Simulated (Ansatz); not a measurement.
# C3H12OSi2: rotation by 120° about the Si5–C6 bond

Wanted: the energy profile along the rotation by 120° about the Si5–C6 bond, from relaxed end points and a band of images. SMILES of the start: COC[SiH2][SiH2]C.

All numbers below are computed with Ansatz 0.2.0 (RKS PBE0-D4/6-31G*).

## (1) The system as given

Bond lengths (14 of 17 bonds, heavy atoms first): C1–O2 1.482 Å, O2–C3 1.440 Å, C3–Si4 1.825 Å, Si4–Si5 2.379 Å, Si5–C6 1.867 Å, C1–H7 1.082 Å, C1–H8 1.040 Å, C1–H9 1.150 Å, C3–H10 1.083 Å, C3–H11 1.115 Å, Si4–H12 1.456 Å, Si4–H13 1.482 Å, Si5–H14 1.472 Å, Si5–H15 1.471 Å. Angles (14 of 31 angles, heavy atoms first): C1–O2–C3 111.6°, O2–C3–Si4 118.0°, C3–Si4–Si5 105.6°, Si4–Si5–C6 109.5°, O2–C1–H7 109.2°, O2–C1–H8 108.7°, O2–C1–H9 104.1°, O2–C3–H10 107.2°, O2–C3–H11 105.3°, Si4–C3–H10 112.7°, Si4–C3–H11 106.4°, C3–Si4–H12 111.5°, C3–Si4–H13 115.9°, Si5–Si4–H12 107.5°.

Its coordinates follow in the input file.

## (2) End point A

Input file input.yaml:

```yaml
crystal:
  periodic: [false, false, false]
  atoms:
    - { symbol: C, position_ang: [1.8162, -1.0423, 2.0124] }
    - { symbol: O, position_ang: [1.0385, -0.1666, 1.1037] }
    - { symbol: C, position_ang: [1.3435, -0.4313, -0.2787] }
    - { symbol: Si, position_ang: [0.5853, 0.6424, -1.5443] }
    - { symbol: Si, position_ang: [-1.7599, 0.2867, -1.3636] }
    - { symbol: C, position_ang: [-2.3493, 0.862, 0.3123] }
    - { symbol: H, position_ang: [2.8701, -0.8213, 1.903] }
    - { symbol: H, position_ang: [1.5746, -2.0335, 1.8089] }
    - { symbol: H, position_ang: [1.4719, -0.7304, 3.0639] }
    - { symbol: H, position_ang: [1.1525, -1.4833, -0.4533] }
    - { symbol: H, position_ang: [2.4465, -0.2933, -0.3688] }
    - { symbol: H, position_ang: [0.9861, 0.2492, -2.8882] }
    - { symbol: H, position_ang: [0.7967, 2.0986, -1.3676] }
    - { symbol: H, position_ang: [-2.0999, -1.1366, -1.5272] }
    - { symbol: H, position_ang: [-2.4773, 1.0375, -2.405] }
    - { symbol: H, position_ang: [-2.1236, 1.9391, 0.5034] }
    - { symbol: H, position_ang: [-3.4201, 0.7433, 0.4074] }
    - { symbol: H, position_ang: [-1.889, 0.2911, 1.1334] }
basis:
  gaussian: { orbitals: "6-31G*" }
hamiltonian:
  xc: pbe0
  dispersion: d4
relax:
  f_tol: 0.015
  max_steps: 40
```

On the command line:

```sh
$ ansatz run input.yaml --threads 2 --pin off --max-ram 3072MiB --backend cpu --events-out ev --progress --plain --runs-dir out
```

Output (excerpt; [...] marks lines left out):

```text
Warning: RAYON_NUM_THREADS=2 ignored (pool sized by the plan → 2); use --threads N
[...]
Functional definition: PBE0
[...]
1391 factors; integrals over basis functions are off by at most 6.6e-4 eV
[...]
mean field -21094.20893743 eV, -775.1978802823 hartree, gradient 2.2e-5 eV, S^2 0.000000; 0 other end points of the search recorded, 0 dependent functions left out
[...]
reference -21094.20896699 eV, -775.1978813687 hartree; 33, 33 occupied and 89, 89 virtual orbitals, 1391 factors
relax step   1: F+E_penalty+E_count = -21094.55151878 eV  Δ(F+E_penalty+E_count) = +0.000e0 eV  max|allowed force component| = 3.955e0 eV/Å  Δτ_max = 0.0000 Å  (26 SCF iters, accepted)
[...]
relax step   4: F+E_penalty+E_count = -21095.10358344 eV  Δ(F+E_penalty+E_count) = -1.253e-2 eV  max|allowed force component| = 2.136e-1 eV/Å  Δτ_max = 0.1121 Å  (27 SCF iters, accepted)
[...]
relax step   7: F+E_penalty+E_count = -21095.11488629 eV  Δ(F+E_penalty+E_count) = -2.206e-3 eV  max|allowed force component| = 2.112e-2 eV/Å  Δτ_max = 0.0344 Å  (27 SCF iters, accepted)
[...]
relax step  10: F+E_penalty+E_count = -21095.11728913 eV  Δ(F+E_penalty+E_count) = -5.890e-4 eV  max|allowed force component| = 2.238e-2 eV/Å  Δτ_max = 0.0562 Å  (27 SCF iters, accepted)
[...]
relax step  13: F+E_penalty+E_count = -21095.11705493 eV  Δ(F+E_penalty+E_count) = +6.216e-4 eV  max|allowed force component| = 5.089e-2 eV/Å  Δτ_max = 0.0721 Å  (27 SCF iters, rejected (line search))
[...]
Atom 1 at     0.912447    -0.283123     0.916725 Å, force    -0.000583     0.000257     0.001542 eV/Å
Atom 2 at     1.529989    -0.433301    -0.345794 Å, force    -0.000660    -0.001032    -0.002116 eV/Å
Atom 3 at     0.548288     0.631341    -1.585826 Å, force     0.005552    -0.009727     0.007495 eV/Å
Atom 4 at    -1.728772     0.246605    -1.223449 Å, force    -0.006567     0.005027     0.001632 eV/Å
Atom 5 at    -2.291402     0.963873     0.427423 Å, force     0.005690    -0.002608    -0.008633 eV/Å
Atom 6 at     2.597882    -0.726999     2.047074 Å, force     0.001170     0.000335    -0.000633 eV/Å
Atom 7 at     1.532820    -2.112797     1.680166 Å, force    -0.000039    -0.000287    -0.000029 eV/Å
Atom 8 at     1.006984    -0.866614     2.848676 Å, force     0.001803    -0.001787     0.000012 eV/Å
Atom 9 at     1.517179    -1.490818    -0.663444 Å, force    -0.001089     0.001464     0.000634 eV/Å
Atom 10 at     2.589525    -0.127351    -0.303946 Å, force    -0.000292     0.000274     0.001082 eV/Å
Atom 11 at     0.978498     0.248775    -2.965710 Å, force    -0.000763     0.005387    -0.001130 eV/Å
Atom 12 at     0.893928     2.071174    -1.389284 Å, force    -0.002026    -0.001351    -0.003368 eV/Å
Atom 13 at    -1.954103    -1.231941    -1.252513 Å, force     0.002528     0.009940     0.000012 eV/Å
Atom 14 at    -2.526854     0.827731    -2.347724 Å, force     0.001549    -0.005892     0.005902 eV/Å
Atom 15 at    -2.195246     2.054654     0.430201 Å, force    -0.000668    -0.003768    -0.000942 eV/Å
Atom 16 at    -3.336016     0.710802     0.635763 Å, force    -0.001966     0.000641     0.000791 eV/Å
Atom 17 at    -1.661572     0.565982     1.228544 Å, force    -0.001062     0.000761    -0.000597 eV/Å
Dipole moment:     0.215731    -0.159546     0.228934 e Å
```

It took 83 s on 2 threads of Arm Neoverse V1, shared host; peak memory 0.33 GiB.

Relaxation path:

```
step  energy from step 1 (eV)  largest force component (eV/Å)
   1                   0.0000                          3.9548
   2                  -0.4517                          1.5856
   3                  -0.5395                          0.3552
   4                  -0.5521                          0.2136
   5                  -0.5612                          0.0517
  6x                  -0.5544                          0.1729
   7                  -0.5634                          0.0211
   8                  -0.5648                          0.0451
   9                  -0.5652                          0.0189
  10                  -0.5658                          0.0224
 11x                  -0.5649                          0.0776
  12                  -0.5662                          0.0197
 13x                  -0.5655                          0.0509
  14                  -0.5664                          0.0099
```

Step 1 is the start. 3 steps were tried and not accepted (marked x).

After: Bond lengths (14 of 17 bonds, heavy atoms first): C1–O2 1.403 Å, O2–C3 1.413 Å, C3–Si4 1.907 Å, Si4–Si5 2.338 Å, Si5–C6 1.886 Å, C1–H7 1.101 Å, C1–H8 1.102 Å, C1–H9 1.093 Å, C3–H10 1.104 Å, C3–H11 1.104 Å, Si4–H12 1.495 Å, Si4–H13 1.494 Å, Si5–H14 1.496 Å, Si5–H15 1.496 Å. Angles (14 of 31 angles, heavy atoms first): C1–O2–C3 112.3°, O2–C3–Si4 107.3°, C3–Si4–Si5 108.0°, Si4–Si5–C6 111.3°, O2–C1–H7 111.5°, O2–C1–H8 111.5°, O2–C1–H9 107.4°, O2–C3–H10 110.7°, O2–C3–H11 110.9°, Si4–C3–H10 110.0°, Si4–C3–H11 111.4°, C3–Si4–H12 108.0°, C3–Si4–H13 109.5°, Si5–Si4–H12 112.4°.

## (3) End point B

The second end starts from a geometry with the move made by hand.

input.yaml: that of step 2 with these lines changed.

```diff
@@ -18,5 +18,5 @@
     - { symbol: H, position_ang: [-2.4773, 1.0375, -2.405] }
-    - { symbol: H, position_ang: [-2.1236, 1.9391, 0.5034] }
-    - { symbol: H, position_ang: [-3.4201, 0.7433, 0.4074] }
-    - { symbol: H, position_ang: [-1.889, 0.2911, 1.1334] }
+    - { symbol: H, position_ang: [-3.4529, 0.7508, 0.44381] }
+    - { symbol: H, position_ang: [-1.87938, 0.29381, 1.10356] }
+    - { symbol: H, position_ang: [-2.11349, 1.92178, 0.49467] }
 basis:
```

On the command line:

```sh
$ ansatz run input.yaml --threads 2 --pin off --max-ram 3072MiB --backend cpu --events-out ev --progress --plain --runs-dir out
```

Output (excerpt; [...] marks lines left out):

```text
Warning: RAYON_NUM_THREADS=2 ignored (pool sized by the plan → 2); use --threads N
[...]
[... 1 set-up line as earlier in the session ...]
[...]
1391 factors; integrals over basis functions are off by at most 6.6e-4 eV
[...]
mean field -21094.21210764 eV, -775.1979967851 hartree, gradient 2.2e-5 eV, S^2 0.000000; 0 other end points of the search recorded, 0 dependent functions left out
[...]
reference -21094.21213721 eV, -775.1979978719 hartree; 33, 33 occupied and 89, 89 virtual orbitals, 1391 factors
relax step   1: F+E_penalty+E_count = -21094.55475648 eV  Δ(F+E_penalty+E_count) = +0.000e0 eV  max|allowed force component| = 3.953e0 eV/Å  Δτ_max = 0.0000 Å  (26 SCF iters, accepted)
[...]
relax step   4: F+E_penalty+E_count = -21095.09417880 eV  Δ(F+E_penalty+E_count) = -3.052e-3 eV  max|allowed force component| = 2.564e-1 eV/Å  Δτ_max = 0.1164 Å  (26 SCF iters, accepted)
[...]
Atom 8 at     1.007582    -0.867889     2.848480 Å, force    -0.000230    -0.000323    -0.001195 eV/Å
Atom 9 at     1.514668    -1.492483    -0.663122 Å, force     0.000201     0.002914    -0.000265 eV/Å
Atom 10 at     2.588266    -0.129238    -0.305410 Å, force    -0.002785    -0.000767     0.001241 eV/Å
Atom 11 at     0.975084     0.249137    -2.967274 Å, force     0.000038     0.000581     0.001434 eV/Å
Atom 12 at     0.892294     2.069824    -1.390966 Å, force    -0.001911    -0.001654     0.000419 eV/Å
Atom 13 at    -1.956789    -1.232768    -1.252638 Å, force     0.003074     0.014242     0.000456 eV/Å
Atom 14 at    -2.527379     0.827875    -2.347564 Å, force     0.001398    -0.006388     0.009256 eV/Å
Atom 15 at    -3.338841     0.715783     0.634587 Å, force     0.001648     0.000696    -0.000048 eV/Å
Atom 16 at    -1.665819     0.559434     1.229947 Å, force    -0.008441     0.004943    -0.009109 eV/Å
Atom 17 at    -2.189076     2.053172     0.433915 Å, force    -0.003013    -0.010782    -0.001581 eV/Å
Dipole moment:     0.216682    -0.160025     0.229483 e Å
```

Wall time 82 s (2 threads of Arm Neoverse V1, shared host); peak memory 0.33 GiB.

The steps of the relaxation:

| step | energy from step 1 (eV) | largest force component (eV/Å) |
| --- | --- | --- |
| 1 | 0.0000 | 3.9529 |
| 2 | -0.4480 | 1.5840 |
| 3 | -0.5364 | 0.3559 |
| 4 | -0.5394 | 0.2564 |
| 5 | -0.5569 | 0.0586 |
| 6 | -0.5596 | 0.0412 |
| 7 | -0.5611 | 0.0402 |
| 8 | -0.5616 | 0.0238 |
| 9 | -0.5621 | 0.0163 |
| 10 | -0.5623 | 0.0336 |
| 11x | -0.5620 | 0.0760 |
| 12 | -0.5628 | 0.0308 |
| 13 | -0.5630 | 0.0203 |
| 14 | -0.5631 | 0.0142 |

Step 1 is the start. 1 step was tried and not accepted (marked x).

After: Bond lengths (14 of 17 bonds, heavy atoms first): C1–O2 1.404 Å, O2–C3 1.414 Å, C3–Si4 1.906 Å, Si4–Si5 2.337 Å, Si5–C6 1.886 Å, C1–H7 1.101 Å, C1–H8 1.102 Å, C1–H9 1.093 Å, C3–H10 1.104 Å, C3–H11 1.104 Å, Si4–H12 1.495 Å, Si4–H13 1.494 Å, Si5–H14 1.496 Å, Si5–H15 1.496 Å. Angles (14 of 31 angles, heavy atoms first): C1–O2–C3 112.3°, O2–C3–Si4 107.2°, C3–Si4–Si5 108.0°, Si4–Si5–C6 111.3°, O2–C1–H7 111.5°, O2–C1–H8 111.5°, O2–C1–H9 107.4°, O2–C3–H10 110.7°, O2–C3–H11 110.9°, Si4–C3–H10 110.0°, Si4–C3–H11 111.4°, C3–Si4–H12 108.1°, C3–Si4–H13 109.5°, Si5–Si4–H12 112.4°.

## (4) Nudged elastic band

crystal.atoms is end A as relaxed above, and neb.final_atoms is end B, turned to lie on A. With 7 inner images the band has 9 in all.

Input file input.yaml:

```yaml
crystal:
  periodic: [false, false, false]
  atoms:
    - { symbol: C, position_ang: [1.549224, -1.036692, 1.91482] }
    - { symbol: O, position_ang: [0.912447, -0.283123, 0.916725] }
    - { symbol: C, position_ang: [1.529989, -0.433301, -0.345794] }
    - { symbol: Si, position_ang: [0.548288, 0.631341, -1.585826] }
    - { symbol: Si, position_ang: [-1.728772, 0.246605, -1.223449] }
    - { symbol: C, position_ang: [-2.291402, 0.963873, 0.427423] }
    - { symbol: H, position_ang: [2.597882, -0.726999, 2.047074] }
    - { symbol: H, position_ang: [1.53282, -2.112797, 1.680166] }
    - { symbol: H, position_ang: [1.006984, -0.866614, 2.848676] }
    - { symbol: H, position_ang: [1.517179, -1.490818, -0.663444] }
    - { symbol: H, position_ang: [2.589525, -0.127351, -0.303946] }
    - { symbol: H, position_ang: [0.978498, 0.248775, -2.96571] }
    - { symbol: H, position_ang: [0.893928, 2.071174, -1.389284] }
    - { symbol: H, position_ang: [-1.954103, -1.231941, -1.252513] }
    - { symbol: H, position_ang: [-2.526854, 0.827731, -2.347724] }
    - { symbol: H, position_ang: [-2.195246, 2.054654, 0.430201] }
    - { symbol: H, position_ang: [-3.336016, 0.710802, 0.635763] }
    - { symbol: H, position_ang: [-1.661572, 0.565982, 1.228544] }
basis:
  gaussian: { orbitals: "6-31G*" }
hamiltonian:
  xc: pbe0
  dispersion: d4
neb:
  order_check: false
  images: 7
  f_tol: 0.03
  max_iterations: 60
  initial_path: idpp
  final_atoms:
    - { symbol: C, position_ang: [1.5041285, -1.09625623, 1.91798199] }
    - { symbol: O, position_ang: [0.89532843, -0.31676314, 0.92190858] }
    - { symbol: C, position_ang: [1.52003357, -0.47240412, -0.33697935] }
    - { symbol: Si, position_ang: [0.57928705, 0.63090779, -1.57446457] }
    - { symbol: Si, position_ang: [-1.71056491, 0.30570757, -1.23592319] }
    - { symbol: C, position_ang: [-2.26836855, 1.02115451, 0.41743169] }
    - { symbol: H, position_ang: [2.55866066, -0.81357674, 2.06362012] }
    - { symbol: H, position_ang: [1.46412773, -2.16919659, 1.67110794] }
    - { symbol: H, position_ang: [0.95732154, -0.92338736, 2.84864634] }
    - { symbol: H, position_ang: [1.48036697, -1.5262647, -0.66441] }
    - { symbol: H, position_ang: [2.58729731, -0.19656414, -0.28282238] }
    - { symbol: H, position_ang: [1.01026458, 0.25255203, -2.95533172] }
    - { symbol: H, position_ang: [0.96223796, 2.05887462, -1.36115659] }
    - { symbol: H, position_ang: [-1.97699236, -1.16577199, -1.28304249] }
    - { symbol: H, position_ang: [-2.4808228, 0.92061711, -2.36184779] }
    - { symbol: H, position_ang: [-3.32319384, 0.80077289, 0.61141778] }
    - { symbol: H, position_ang: [-1.66075841, 0.5927379, 1.22045884] }
    - { symbol: H, position_ang: [-2.13555443, 2.10816159, 0.43510679] }
```

On the command line:

```sh
$ ansatz run input.yaml --threads 2 --pin off --max-ram 3072MiB --backend cpu --events-out ev --progress --plain --runs-dir out
```

Output (excerpt; [...] marks lines left out):

```text
Warning: RAYON_NUM_THREADS=2 ignored (pool sized by the plan → 2); use --threads N
[...]
[... 1 set-up line as earlier in the session ...]
[...]
1393 factors; integrals over basis functions are off by at most 6.8e-4 eV
[...]
mean field -21094.76904534 eV, -775.2184638682 hartree, gradient 2.3e-5 eV, S^2 0.000000; 0 other end points of the search recorded, 0 dependent functions left out
[...]
reference -21094.76907436 eV, -775.2184649347 hartree; 33, 33 occupied and 89, 89 virtual orbitals, 1393 factors
1393 factors; integrals over basis functions are off by at most 6.8e-4 eV
[...]
mean field -21094.76900830 eV, -775.2184625071 hartree, gradient 2.3e-5 eV, S^2 0.000000; 0 other end points of the search recorded, 0 dependent functions left out
[...]
reference -21094.76903732 eV, -775.2184635734 hartree; 33, 33 occupied and 89, 89 virtual orbitals, 1393 factors
[...]
1393 factors; integrals over basis functions are off by at most 6.8e-4 eV
mean field -21094.75599040 eV, -775.2179841081 hartree, gradient 2.3e-5 eV, S^2 0.000000; 0 other end points of the search recorded, 0 dependent functions left out
[...]
reference -21094.75601954 eV, -775.2179851788 hartree; 33, 33 occupied and 89, 89 virtual orbitals, 1393 factors
NEB iter   1: max|band force component| = 4.633e-1 eV/Å  barrier→ = 0.0957 eV  barrier← = 0.0957 eV  CI = image 4  Δτ_max = 0.0708 Å  (235 SCF iters)
[...]
NEB iter   2: max|band force component| = 2.021e-1 eV/Å  barrier→ = 0.0694 eV  barrier← = 0.0694 eV  CI = image 4  Δτ_max = 0.0386 Å  (194 SCF iters)
[...]
1393 factors; integrals over basis functions are off by at most 6.9e-4 eV
mean field -21094.75972192 eV, -775.2181212390 hartree, gradient 2.5e-5 eV, S^2 0.000000; 0 other end points of the search recorded, 0 dependent functions left out
[...]
reference -21094.75975091 eV, -775.2181223042 hartree; 33, 33 occupied and 89, 89 virtual orbitals, 1393 factors
[...]
1393 factors; integrals over basis functions are off by at most 6.9e-4 eV
```

## (5) The log goes on: band between the two ends

Output, continued (excerpt; [...] marks lines left out):

```text
mean field -21094.73592942 eV, -775.2172468805 hartree, gradient 1.1e-5 eV, S^2 0.000000; 0 other end points of the search recorded, 0 dependent functions left out
[...]
reference -21094.73595834 eV, -775.2172479433 hartree; 33, 33 occupied and 89, 89 virtual orbitals, 1393 factors
[...]
1393 factors; integrals over basis functions are off by at most 6.9e-4 eV
mean field -21094.71164899 eV, -775.2163545914 hartree, gradient 1.2e-5 eV, S^2 0.000000; 0 other end points of the search recorded, 0 dependent functions left out
[...]
reference -21094.71167772 eV, -775.2163556473 hartree; 33, 33 occupied and 89, 89 virtual orbitals, 1393 factors
[...]
1393 factors; integrals over basis functions are off by at most 6.8e-4 eV
[...]
mean field -21094.70149056 eV, -775.2159812757 hartree, gradient 9.1e-6 eV, S^2 0.000000; 0 other end points of the search recorded, 0 dependent functions left out
[...]
Atom 9 at     1.346076    -1.659253    -0.674565 Å, force    -0.001138    -0.000092     0.004381 eV/Å
Atom 10 at     2.569352    -0.473821    -0.187279 Å, force    -0.002191     0.001655     0.001999 eV/Å
Atom 11 at     1.163084     0.238490    -2.917368 Å, force    -0.001291    -0.001687     0.000545 eV/Å
Atom 12 at     1.256309     1.981160    -1.254393 Å, force     0.004165     0.001473    -0.000049 eV/Å
Atom 13 at    -2.017863    -0.885354    -1.416356 Å, force    -0.007315    -0.002860     0.001429 eV/Å
Atom 14 at    -2.238940     1.280811    -2.405120 Å, force    -0.004295     0.006292     0.002632 eV/Å
Atom 15 at    -2.882497     2.052859     0.252163 Å, force     0.011076     0.003574     0.005574 eV/Å
Atom 16 at    -2.622692     0.464206     0.993390 Å, force    -0.002274    -0.004824    -0.000488 eV/Å
Atom 17 at    -1.305877     1.636110     0.960289 Å, force    -0.004619     0.008863    -0.003227 eV/Å
Dipole moment:     0.170357    -0.196488     0.245380 e Å
this run last wrote the band of iteration 4 to <dir>
```

It took 3.3 min on 2 threads of Arm Neoverse V1, shared host; peak memory 0.33 GiB.

(Part 1 of 2 ends here.)
